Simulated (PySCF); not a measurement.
# C₂H₉NO₂Si₃: electronic excitations

Aim: predict the electronic excitations of C₂H₉NO₂Si₃ (`C=N[Si@H]([SiH3])OC(=O)[SiH3]`).

Computed with PySCF 2.14.0, with density-fitted response routines of our own, on a single molecule in the gas phase. Atoms are numbered from 0 throughout.

### Step 1. The starting structure

17 atoms, charge 0, multiplicity 1; geometry from: GFN2-xTB.

Bonds of the start (Å): C0–N1 1.25, N1–Si2 1.71, Si2–Si3 2.30, Si2–O4 1.69, O4–C5 1.31, C5–O6 1.21, C5–Si7 1.92, C0–H8 1.09, C0–H9 1.09, Si2–H10 1.47, Si3–H11 1.46, Si3–H12 1.48, Si3–H13 1.46, Si7–H14 1.46, Si7–H15 1.46, Si7–H16 1.46.

### Step 2. TDDFT and polarisability: wB97X-D/def2-SVPD

What the job is given:

```
{"job": {"kind": "uv", "xc": "wB97X-D", "basis": "def2-SVPD", "nstates": 8, "ntriplets": 3}, "charge": 0, "multiplicity": 1}
C     -2.322598     2.415618    -0.132099
N     -1.437925     1.559808     0.086344
Si    -0.729311     0.310705    -0.850449
Si    -1.561753    -1.739145    -0.218077
O      0.869509     0.399329    -0.304422
C      1.455641    -0.595942     0.315984
O      0.919331    -1.667503     0.505240
Si     3.249072    -0.165837     0.836720
H     -2.763364     2.614642    -1.111894
H     -2.691439     3.022207     0.690470
H     -0.479211     0.624770    -2.262269
H     -0.939405    -2.827638    -0.967896
H     -2.987081    -1.756970    -0.626627
H     -1.577787    -1.989852     1.220042
H      3.258766     1.248326     1.199329
H      4.096570    -0.403057    -0.332700
H      3.633987    -1.037431     1.942394
```

Method: TDDFT wB97X-D/def2-SVPD, vertical, gas phase, core orbitals frozen in the response.

On the command line:

```console
$ OMP_NUM_THREADS=1 python probes_run.py task.json out
```

The driver reads the jobs from task.json and runs them one after another.

What will the session give for the following? lowest singlet (wB97X-D/def2-SVPD); brightest single state of those computed; lowest triplet. Wanted: lowest singlet; brightest single state of those computed; lowest triplet.

The runs gave:

| quantity | value |
| --- | --- |
| lowest singlet (wB97X-D/def2-SVPD) | 4.01 eV (309 nm), f = 0.000 |
| brightest single state of those computed | state 4, 6.45 eV, f = 0.150 |
| lowest triplet | 3.47 eV |

**Reading.** The first singlet state (HOMO→LUMO 0.94) lies at 4.01 eV and is dark; of the 8 states computed, the strongest absorption comes from state 4 at 6.45 eV. The lowest triplet lies 0.54 eV below the lowest singlet (triplets in Tamm-Dancoff, singlets in full TDDFT).
